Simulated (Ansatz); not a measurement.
# GeW (Fm-3m) in Ansatz: a series of runs

Runs on GeW. Level: PBE. Tasks: single point.

Program: Ansatz 0.2.0. These are calculated values, not measurements. Logs are shortened: lines on timing, memory, paths and dates and some standing lists are left out, and cuts for length are marked.

### 1 The crystal as given

Symmetry: Fm-3m, No. 225, cubic system. The conventional cell has a = 5.155 Å, b = 5.155 Å, c = 5.155 Å, α = 90.00°, β = 90.00°, γ = 90.00°. Around Ge (site symmetry m-3m) lie 6 W at 2.58 Å. Around W (site symmetry m-3m) lie 6 Ge at 2.58 Å.

The cell was built by a generator and needn't be a form met in nature.

### 2 Single point, PBE

Contents of input.yaml:

```yaml
crystal:
  lattice:
    - [0.0, 2.57761, 2.57761]
    - [2.57761, 0.0, 2.57761]
    - [2.57761, 2.57761, 0.0]
  atoms:
    - { symbol: Ge, position: [0.5, 0.5, 0.5] }
    - { symbol: W, position: [0.0, 0.0, 0.0] }
hamiltonian:
  xc: pbe
  pseudopotentials: { kind: paw }
kpoints:
  mp_grid: { grid: [9, 9, 9] }
scf:
  occupations: { method: gaussian, width: 0.02 }
output:
  forces: true
  stress: true
  eigenvalues: true
```

Potentials or basis: Ansatz PAW.

The run is started by

```console
ansatz run input.yaml --threads 2 --pin off --max-ram 5632MiB --backend cpu --events-out ev --progress --plain --runs-dir out
```

What it wrote:

```text
Warning: RAYON_NUM_THREADS=2 ignored (pool sized by the plan → 2); use --threads N
Engine: ansatz 0.2.0, aarch64-unknown-linux-gnu
Pseudopotentials: kind: paw
Pseudopotential: Ge, paw, valence charge 14, recommended cutoff 420 eV (normal), Ge.paw.azcp
Pseudopotential: W, paw, valence charge 14, recommended cutoff 420 eV (normal), W.paw.azcp
Functional definition: PBE
  parameter kappa = 0.804
  parameter beta = 0.06672455060314922
  exchange = pbe_x(kappa = kappa, mu = beta*pi^2/3)
  correlation = pbe_c(beta = beta)
Crystal: 2 atoms, lattice volume = 34.252 Å³
Basis set: ecut = 420 eV, 645 PW (Γ), exchange–correlation on 50×50×50 points (8 copies of the dense FFT grid, shifted against one another)
Bands: 18, of which v1, the nominal top of the filled ones, is band 14 counted from 1 (13 counted from 0)
Symmetry: 48 space group operations
Space group: Fm-3m (ITA 225), of the structure as read, at distance tolerance 3.2e-5 Å
k-points: 35 of 729
Non-local potential: Ge, projectors of the file, l = 0: 2, l = 1: 2, l = 2: 3, l = 3: 1
Non-local potential: W, projectors of the file, l = 0: 3, l = 1: 2, l = 2: 2, l = 3: 1
PAW form: soft (Blöchl's): semilocal exchange-correlation on the pseudo side does not see the compensation charge
PAW one-centre angular grid: Ge, 590 points (default); XC on 64 Gauss nodes
PAW one-centre angular grid: W, 590 points (default); XC on 64 Gauss nodes
Initial density: superposition of atomic densities (neutral atoms: chi_scale 0, normalization atom), corrected by the library's trained network
Initial wavefunctions: pseudopotential atomic-orbital guess
Functional: x = pbe(κ = 0.804, μ = 0.2195149727645171), c = pbe(β = 0.06672455060314922)
SCF iter   1: F=—  HF=-14678.045681 eV  |F-HF|=—  |Δ(HF+E_count)|=         —  Δρ=5.85e-3  dr2=1.40e-2  ethr=1.77e-3  ⟨swp⟩=5.9  Hψ=3030  notcnv=0
preconditioner: auto → none  [insulator: Δε(μ)=0.048 eV  Ē_g=16.962 eV  σ=0.020 eV  W_gap=0.90  n_scr=14 (ndim 8)  ℏωp=28.4 eV  f_vac=0.000  D(μ)=1.46/eV (n_scr^D=14)  ε∞_Penn≈3.8]
SCF iter   2: F=—  HF=-14678.043364 eV  |F-HF|=—  |Δ(HF+E_count)|=   2.32e-3  Δρ=2.48e-3  dr2=2.08e-3  ethr=5.00e-5  ⟨swp⟩=2.0  Hψ=1083  notcnv=0  defer=3
SCF iter   3: F=—  HF=-14678.043094 eV  |F-HF|=—  |Δ(HF+E_count)|=   2.70e-4  Δρ=2.84e-4  dr2=1.78e-5  ethr=7.45e-6  ⟨swp⟩=2.0  Hψ=893  notcnv=0  defer=3
SCF iter   4: F=—  HF=-14678.043093 eV  |F-HF|=—  |Δ(HF+E_count)|=   1.26e-6  Δρ=1.04e-4  dr2=2.10e-6  ethr=6.37e-8  ⟨swp⟩=2.0  Hψ=978  notcnv=0  defer=3
iter 5 did not close the SCF: its close was put off for the readings that it lacked (scf_convergence_deferred on its scf_iter line)
SCF iter   5: F=-14678.043092 eV  HF=-14678.043092 eV  |F-HF|=8.60e-8  |Δ(HF+E_count)|=   1.19e-6  Δρ=3.30e-5  dr2=9.66e-8  ethr=7.50e-9  ⟨swp⟩=2.0  Hψ=965  notcnv=0  defer=3
SCF iter   6: F=-14678.043092 eV  HF=-14678.043092 eV  |F-HF|=8.86e-10  |Δ(HF+E_count)|=   9.52e-8  Δρ=1.76e-6  dr2=7.88e-10  ethr=3.45e-10  ⟨swp⟩=2.4  Hψ=2124  notcnv=0
SCF 1 converged in 6 iterations: F = -14678.043092 eV  dr2 = 7.88e-10
SCF converged after 6 iterations
Free energy (F): -14678.043092 eV
Harris-Foulkes:  -14678.043092 eV  (|F-HF|=8.86e-10)
Internal energy: -14678.042324 eV  (E = F + TS)
E sigma→0 (E₀):  -14678.042708 eV
Entropy (-TS):   -0.000767 eV (-0.384 meV/atom)
Fermi energy:    16.588854 eV
--- Per-component energies (eV) ---
  E_band       = -203.284279
  E_kinetic    = 562.230065
  E_local      = -2815.375652  (includes V_loc(G=0)·N_el)
  E_nonlocal   = 422.101946
  E_hartree    = 1185.345192
  E_xc         = -342.000734
  E_vxc        = -302.878918  (∫ρ·V_xc dr)
  E_paw        = -10583.670478  (= ΣΔE_a)
  E_vpaw       = -440.053155  (= ΣTr[D̂ρ^β])
  E_aug_tail   = 0.000282  (compensation charges beyond the density's cutoff)
  E_ewald      = -3106.672946
  E_smearing   = -0.000767  (= −TS)
  E_closure    = -0.000000  (closes the sum)
  Σ components = -14678.043092   (vs F -14678.043092, Δ=0.00e0)
--- Forces (eV/Å), atoms counted from 1 ---
  atom   1  Ge     0.00000000    -0.00000000    -0.00000000
  atom   2  W     -0.00000000     0.00000000    -0.00000000
  max |Σ_I F_I| component: 2.91e-29 eV/Å
--- Stress (GPa, compression-positive) ---
        0.186765      -0.000000       0.000000
        0.000000       0.186765       0.000000
       -0.000000       0.000000       0.186765
  P = ⅓ Tr σ = 0.1868 GPa (1.868 kbar)
--- Band table (eV; the first three rows and the last of 35) ---
  k-point 0: bands = ["-57.8243", "-22.0532", "-22.0532", "-22.0532", "-7.8294", "-7.8294", "-7.7699", "-7.7699", "-7.7699", "4.2828", "14.9911", "14.9911", "14.9911", "15.7263", "15.7263", "19.0404", "19.0404", "19.0404"]
  k-point 1: bands = ["-57.8239", "-22.0653", "-22.0554", "-22.0554", "-7.8250", "-7.8250", "-7.7688", "-7.7680", "-7.7680", "4.5243", "14.5393", "14.8757", "14.8757", "15.4307", "15.4307", "18.4638", "19.9011", "19.9011"]
  k-point 2: bands = ["-57.8229", "-22.0957", "-22.0609", "-22.0609", "-7.8140", "-7.8140", "-7.7659", "-7.7632", "-7.7632", "5.2263", "13.2728", "14.0413", "14.0413", "15.8012", "15.8012", "17.7937", "21.6239", "21.6239"]
  k-point 34: bands = ["-57.8201", "-22.1238", "-22.1112", "-22.0923", "-7.8215", "-7.7989", "-7.7635", "-7.7570", "-7.7444", "7.5032", "11.9483", "12.6090", "13.0782", "17.1429", "17.1631", "18.1085", "18.1467", "20.0242"]
```

It took 0.8 s on 2 threads of Arm Neoverse V1, shared host; peak memory 0.3 GiB.

Results:

* Free energy: -14678.0431 eV
* Pressure: 0.2 GPa
* Band gap on the k mesh: none (metal or under the smearing width)

The run has no spin-orbit coupling, so splittings on W are missing.

### 3 Single point, PBE

Changes to input.yaml since step 2:

```diff
@@ -14,3 +14,3 @@
 scf:
-  occupations: { method: gaussian, width: 0.02 }
+  occupations: { method: gaussian, width: 0.021 }
 output:
```

Potentials or basis: Ansatz PAW.

The run is started by

```console
ansatz run input.yaml --threads 2 --pin off --max-ram 5632MiB --backend cpu --events-out ev --progress --plain --runs-dir out
```

Wall time 0.78 s (2 threads of Arm Neoverse V1, shared host); peak memory 0.3 GiB.

It converged, with:

| Item | Value |
| --- | --- |
| Free energy | -14678.0431 eV |
| Pressure | 0.2 GPa |
| Band gap on the k mesh | none (metal or under the smearing width) |

Levels at points of the mesh, in eV from the Fermi level:
```
           k point  band 12  band 13  band 14  band 15  band 16  band 17
(0.00, 0.00, 0.00)    -1.60    -1.60    -0.86    -0.86     2.45     2.45
```

### 4 Single point, PBE

Changes to input.yaml since step 3:

```diff
@@ -14,3 +14,3 @@
 scf:
-  occupations: { method: gaussian, width: 0.021 }
+  occupations: { method: gaussian, width: 0.022 }
 output:
```

The run is started by

```console
ansatz run input.yaml --threads 2 --pin off --max-ram 5632MiB --backend cpu --events-out ev --progress --plain --runs-dir out
```

Run time: 0.8 s. Hardware: 2 threads of Arm Neoverse V1, shared host; peak memory 0.3 GiB.

The run converged. Its results:

| Property | Result |
| --- | --- |
| Free energy | -14678.0432 eV |
| Pressure | 0.2 GPa |
| Band gap on the k mesh | none (metal or under the smearing width) |

Levels at points of the mesh, in eV from the Fermi level:
| k point | band 11 | band 12 | band 13 | band 14 | band 15 | band 16 | band 17 | band 18 |
| --- | --- | --- | --- | --- | --- | --- | --- | --- |
| (0.00, 0.00, 0.00) | -1.60 | -1.60 | -1.60 | -0.86 | -0.86 | 2.45 | 2.45 | 2.45 |

The run has no spin-orbit coupling, so splittings on W are missing.

### 5 Single point, PBE

Changes to input.yaml since step 4:

```diff
@@ -14,3 +14,3 @@
 scf:
-  occupations: { method: gaussian, width: 0.022 }
+  occupations: { method: gaussian, width: 0.023 }
 output:
```

The run is started by

```console
ansatz run input.yaml --threads 2 --pin off --max-ram 5632MiB --backend cpu --events-out ev --progress --plain --runs-dir out
```

Run time: 0.81 s. Hardware: 2 threads of Arm Neoverse V1, shared host; peak memory 0.3 GiB.

It converged, with:

```
Free energy            : -14678.0432 eV
Pressure               : 0.2 GPa
Band gap on the k mesh : none (metal or under the smearing width)
```

Levels at points of the mesh, in eV from the Fermi level:
| k point | band 10 | band 11 | band 12 | band 13 | band 14 | band 15 | band 16 | band 17 | band 18 |
| --- | --- | --- | --- | --- | --- | --- | --- | --- | --- |
| (0.00, 0.00, 0.00) | -12.31 | -1.60 | -1.60 | -1.60 | -0.86 | -0.86 | 2.45 | 2.45 | 2.45 |

Spin-orbit coupling is left out, which matters for the levels of W.

### 6 Single point, PBE

Changes to input.yaml since step 5:

```diff
@@ -14,3 +14,3 @@
 scf:
-  occupations: { method: gaussian, width: 0.023 }
+  occupations: { method: gaussian, width: 0.024 }
 output:
```

Potentials or basis: Ansatz PAW.

The run is started by

```console
ansatz run input.yaml --threads 2 --pin off --max-ram 5632MiB --backend cpu --events-out ev --progress --plain --runs-dir out
```

What it wrote:

```text
Warning: RAYON_NUM_THREADS=2 ignored (pool sized by the plan → 2); use --threads N
Engine: ansatz 0.2.0, aarch64-unknown-linux-gnu
Pseudopotentials: kind: paw
Pseudopotential: Ge, paw, valence charge 14, recommended cutoff 420 eV (normal), Ge.paw.azcp
Pseudopotential: W, paw, valence charge 14, recommended cutoff 420 eV (normal), W.paw.azcp
Functional definition: PBE
  parameter kappa = 0.804
  parameter beta = 0.06672455060314922
  exchange = pbe_x(kappa = kappa, mu = beta*pi^2/3)
  correlation = pbe_c(beta = beta)
Crystal: 2 atoms, lattice volume = 34.252 Å³
Basis set: ecut = 420 eV, 645 PW (Γ), exchange–correlation on 50×50×50 points (8 copies of the dense FFT grid, shifted against one another)
Bands: 18, of which v1, the nominal top of the filled ones, is band 14 counted from 1 (13 counted from 0)
Symmetry: 48 space group operations
Space group: Fm-3m (ITA 225), of the structure as read, at distance tolerance 3.2e-5 Å
k-points: 35 of 729
Non-local potential: Ge, projectors of the file, l = 0: 2, l = 1: 2, l = 2: 3, l = 3: 1
Non-local potential: W, projectors of the file, l = 0: 3, l = 1: 2, l = 2: 2, l = 3: 1
PAW form: soft (Blöchl's): semilocal exchange-correlation on the pseudo side does not see the compensation charge
PAW one-centre angular grid: Ge, 590 points (default); XC on 64 Gauss nodes
PAW one-centre angular grid: W, 590 points (default); XC on 64 Gauss nodes
Initial density: superposition of atomic densities (neutral atoms: chi_scale 0, normalization atom), corrected by the library's trained network
Initial wavefunctions: pseudopotential atomic-orbital guess
Functional: x = pbe(κ = 0.804, μ = 0.2195149727645171), c = pbe(β = 0.06672455060314922)
SCF iter   1: F=—  HF=-14678.045811 eV  |F-HF|=—  |Δ(HF+E_count)|=         —  Δρ=5.79e-3  dr2=1.37e-2  ethr=1.77e-3  ⟨swp⟩=5.9  Hψ=3069  notcnv=0
preconditioner: auto → none  [insulator: Δε(μ)=0.048 eV  Ē_g=16.962 eV  σ=0.024 eV  W_gap=0.84  n_scr=14 (ndim 8)  ℏωp=28.4 eV  f_vac=0.000  D(μ)=2.04/eV (n_scr^D=14)  ε∞_Penn≈3.8]
SCF iter   2: F=—  HF=-14678.043540 eV  |F-HF|=—  |Δ(HF+E_count)|=   2.27e-3  Δρ=2.46e-3  dr2=2.10e-3  ethr=4.91e-5  ⟨swp⟩=2.0  Hψ=1073  notcnv=0  defer=3
SCF iter   3: F=—  HF=-14678.043268 eV  |F-HF|=—  |Δ(HF+E_count)|=   2.72e-4  Δρ=2.80e-4  dr2=1.85e-5  ethr=7.52e-6  ⟨swp⟩=2.0  Hψ=817  notcnv=0  defer=3
SCF iter   4: F=—  HF=-14678.043264 eV  |F-HF|=—  |Δ(HF+E_count)|=   3.53e-6  Δρ=1.05e-4  dr2=2.16e-6  ethr=6.60e-8  ⟨swp⟩=2.0  Hψ=979  notcnv=0  defer=3
iter 5 did not close the SCF: its close was put off for the readings that it lacked (scf_convergence_deferred on its scf_iter line)
SCF iter   5: F=-14678.043263 eV  HF=-14678.043263 eV  |F-HF|=8.49e-8  |Δ(HF+E_count)|=   1.22e-6  Δρ=3.36e-5  dr2=9.81e-8  ethr=7.72e-9  ⟨swp⟩=2.0  Hψ=966  notcnv=0  defer=3
SCF iter   6: F=-14678.043263 eV  HF=-14678.043263 eV  |F-HF|=8.51e-10  |Δ(HF+E_count)|=   9.39e-8  Δρ=1.74e-6  dr2=7.10e-10  ethr=3.50e-10  ⟨swp⟩=2.5  Hψ=2127  notcnv=0
SCF 1 converged in 6 iterations: F = -14678.043263 eV  dr2 = 7.10e-10
SCF converged after 6 iterations
Free energy (F): -14678.043263 eV
Harris-Foulkes:  -14678.043263 eV  (|F-HF|=8.51e-10)
Internal energy: -14678.042133 eV  (E = F + TS)
E sigma→0 (E₀):  -14678.042698 eV
Entropy (-TS):   -0.001130 eV (-0.565 meV/atom)
Fermi energy:    16.589792 eV
--- Per-component energies (eV) ---
  E_band       = -203.264373
  E_kinetic    = 562.247791
  E_local      = -2815.409649  (includes V_loc(G=0)·N_el)
  E_nonlocal   = 422.101500
  E_hartree    = 1185.367189
  E_xc         = -342.002986
  E_vxc        = -302.881672  (∫ρ·V_xc dr)
  E_paw        = -10583.673314  (= ΣΔE_a)
  E_vpaw       = -440.057863  (= ΣTr[D̂ρ^β])
  E_aug_tail   = 0.000282  (compensation charges beyond the density's cutoff)
  E_ewald      = -3106.672946
  E_smearing   = -0.001130  (= −TS)
  E_closure    = -0.000000  (closes the sum)
  Σ components = -14678.043263   (vs F -14678.043263, Δ=0.00e0)
--- Forces (eV/Å), atoms counted from 1 ---
  atom   1  Ge     0.00000000    -0.00000000     0.00000000
  atom   2  W     -0.00000000     0.00000000     0.00000000
  max |Σ_I F_I| component: 2.92e-29 eV/Å
--- Stress (GPa, compression-positive) ---
        0.180903      -0.000000       0.000000
        0.000000       0.180903       0.000000
        0.000000       0.000000       0.180903
  P = ⅓ Tr σ = 0.1809 GPa (1.809 kbar)
--- Band table (eV; the first three rows and the last of 35) ---
  k-point 0: bands = ["-57.8222", "-22.0513", "-22.0513", "-22.0513", "-7.8293", "-7.8293", "-7.7698", "-7.7698", "-7.7698", "4.2829", "14.9919", "14.9919", "14.9919", "15.7273", "15.7273", "19.0405", "19.0405", "19.0405"]
  k-point 1: bands = ["-57.8218", "-22.0635", "-22.0535", "-22.0535", "-7.8249", "-7.8249", "-7.7687", "-7.7679", "-7.7679", "4.5243", "14.5399", "14.8765", "14.8765", "15.4316", "15.4316", "18.4640", "19.9013", "19.9013"]
  k-point 2: bands = ["-57.8209", "-22.0939", "-22.0590", "-22.0590", "-7.8139", "-7.8139", "-7.7659", "-7.7631", "-7.7631", "5.2263", "13.2731", "14.0419", "14.0419", "15.8021", "15.8021", "17.7941", "21.6243", "21.6243"]
  k-point 34: bands = ["-57.8180", "-22.1220", "-22.1094", "-22.0905", "-7.8214", "-7.7988", "-7.7635", "-7.7570", "-7.7444", "7.5034", "11.9485", "12.6092", "13.0786", "17.1437", "17.1639", "18.1093", "18.1477", "20.0252"]
```

It took 0.81 s on 2 threads of Arm Neoverse V1, shared host; peak memory 0.3 GiB.

Results:

```
Free energy            : -14678.0433 eV
Pressure               : 0.2 GPa
Band gap on the k mesh : none (metal or under the smearing width)
```

### 7 Summary

| smearing | gap on the mesh (eV) | pressure (GPa) |
| --- | --- | --- |
| gaussian 0.02 eV | none | 0.2 |
| gaussian 0.021 eV | none | 0.2 |
| gaussian 0.022 eV | none | 0.2 |
| gaussian 0.023 eV | none | 0.2 |
| gaussian 0.024 eV | none | 0.2 |

Alike in all rows: task single point; level PBE; potentials or basis Ansatz PAW; no spin polarisation; cell as given; k mesh 9 × 9 × 9; cutoff (eV) 420.

Every run on the cell as given and a fine mesh finds a metal.

Absolute energies hang on the potentials; compare differences alone.
